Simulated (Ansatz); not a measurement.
# GaAs: the cost of one run

Program: Ansatz 0.2.0. Level of theory: DFT HSE06, spin-orbit coupling, plane waves, PAW. These are calculated values, not measurements.

**1. Starting point**

It takes space group F-43m (No. 216, cubic). The conventional cell has a = 5.653 Å, b = 5.653 Å, c = 5.653 Å, α = 90.00°, β = 90.00°, γ = 90.00°. Around Ga (site symmetry -43m) lie 4 As at 2.45 Å. As (site symmetry -43m) has 4 Ga at 2.45 Å as nearest neighbours.

Structure file:

```
CELL_PARAMETERS angstrom
0.00000 2.82665 2.82665
2.82665 0.00000 2.82665
2.82665 2.82665 0.00000
ATOMIC_POSITIONS crystal
Ga 0.00000 0.00000 0.00000
As 0.25000 0.25000 0.25000
```

**2. Single point: GaAs**

input.yaml

```yaml
crystal:
  lattice:
    - [0.0, 2.82665, 2.82665]
    - [2.82665, 0.0, 2.82665]
    - [2.82665, 2.82665, 0.0]
  atoms:
    - { symbol: Ga, position: [0.0, 0.0, 0.0] }
    - { symbol: As, position: [0.25, 0.25, 0.25] }
scf:
  occupations: { method: gaussian, width: 0.01 }
  n_extra_bands: 8
output:
  eigenvalues: true
  eigenstates:
    kpoints:
      - [0, 0, 0]
      - [0, 0.0015, 0.0015]
      - [0, 0.003, 0.003]
      - [0, 0.0045, 0.0045]
      - [0, 0.006, 0.006]
      - [0.001061, 0.001061, 0.002121]
      - [0.002121, 0.002121, 0.004243]
      - [0.003182, 0.003182, 0.006364]
      - [0.004243, 0.004243, 0.008485]
    e_range: [-1.5, 2]
  write_density: true
  write_potential: true
  elf: true
  volumetric_format: npy
hamiltonian:
  xc: hse06
  pseudopotentials: { kind: paw_fr }
kpoints:
  mp_grid: { grid: [6, 6, 6] }
magnetization:
  noncollinear: true
  spin_orbit: true
```

Started as:

```bash
$ ansatz run input.yaml --threads 8 --pin off --max-ram 16384MiB --backend cpu --events-out ev --progress --plain --runs-dir out
```

**Question.** How long does this run take on 8 threads of Arm Neoverse V2, shared host, and how much memory does it need?

About 2.5 min, with a peak of 2.6 GiB.
